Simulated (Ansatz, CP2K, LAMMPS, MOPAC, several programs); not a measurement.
Energy against volume for Cd₃HgTe₄, ordered on the zincblende lattice (I-42m) with 8 atoms a cell, at fixed shape and fractional coordinates, computed by several methods (PBE and r2SCAN, where shown, with plane waves in Ansatz); the cell shown is that of r2SCAN. With free coordinates or axes held, a curve is too stiff, and on another method's shape its minimum isn't the method's own volume. It is tetragonal, I-42m (No. 121); a = 6.561 Å, c = 13.124 Å in the conventional setting, 35.31 Å³ an atom. Cd is surrounded by 4 Te at 2.84 Å; Te is surrounded by 3 Cd at 2.84 Å and 1 Hg at 2.85 Å; Hg is surrounded by 4 Te at 2.85 Å. Values at 0 K without nuclear motion; spin polarisation is off, and the phase may be a hypothetical one. Energies count from each curve's lowest point; fits are third-order Birch-Murnaghan.

```yaml
crystal:
  lattice:
    - [-3.28059, 3.28059, 6.56201]
    - [3.28059, -3.28059, 6.56201]
    - [3.28059, 3.28059, -6.56201]
  atoms:
    - { symbol: Cd, position: [0.75000, 0.25000, 0.50000] }
    - { symbol: Te, position: [0.12530, 0.62403, 0.00000] }
    - { symbol: Cd, position: [0.50000, 0.50000, 0.00000] }
    - { symbol: Te, position: [0.87470, 0.87470, 0.49874] }
    - { symbol: Cd, position: [0.25000, 0.75000, 0.50000] }
    - { symbol: Te, position: [0.62403, 0.12530, 0.00000] }
    - { symbol: Hg, position: [0.00000, 0.00000, 0.00000] }
    - { symbol: Te, position: [0.37597, 0.37597, 0.50126] }
```

r2SCAN, on the shape of its own relaxed cell:
```csv
V (Å³/atom),E (meV/atom)
33.192,17.89
34.252,4.20
35.311,0.00
36.370,3.80
37.430,14.33
```
V₀ = 35.31 Å³ an atom and B₀ = 40 GPa.

Question: PBE/SZV (CP2K), on the shape of the cell shown, gives
```
V (Å³/atom)  E (meV/atom)
     31.074        218.70
     33.192         94.56
     35.311         26.86
     37.430          0.00
     39.548          2.68
```
What equilibrium volume and bulk modulus follow?

Answer: V₀ = 38.24 Å³ an atom and B₀ = 35 GPa.

PM7 (MOPAC), on the shape of the cell shown, as a cluster of 64 atoms at the zone centre:
```tsv
V (Å³/atom)	E (meV/atom)
31.074	0.00
33.192	11.13
35.311	119.78
37.430	290.71
39.548	500.07
```
V₀ = 31.90 Å³ an atom and B₀ = 143 GPa. The lowest point lies at an end of the range, so the fit is barely bracketed.

Question: PBE/DZVP (CP2K), on the shape of the cell shown, gives
```
V (Å³/atom)  E (meV/atom)
     31.074        140.53
     33.192         49.85
     35.311          7.72
     37.430          0.00
     39.548         16.62
```
What equilibrium volume and bulk modulus follow?

Answer: V₀ = 36.94 Å³ an atom and B₀ = 34 GPa.

Question: CdTeZnSeHgS0.sw (LAMMPS), on the shape of its own relaxed cell, gives
```
V (Å³/atom)  E (meV/atom)
     31.876         17.62
     32.893          4.22
     33.910          0.00
     34.928          3.89
     35.945         14.96
```
What equilibrium volume and bulk modulus follow?

Answer: V₀ = 33.91 Å³ an atom and B₀ = 43 GPa.
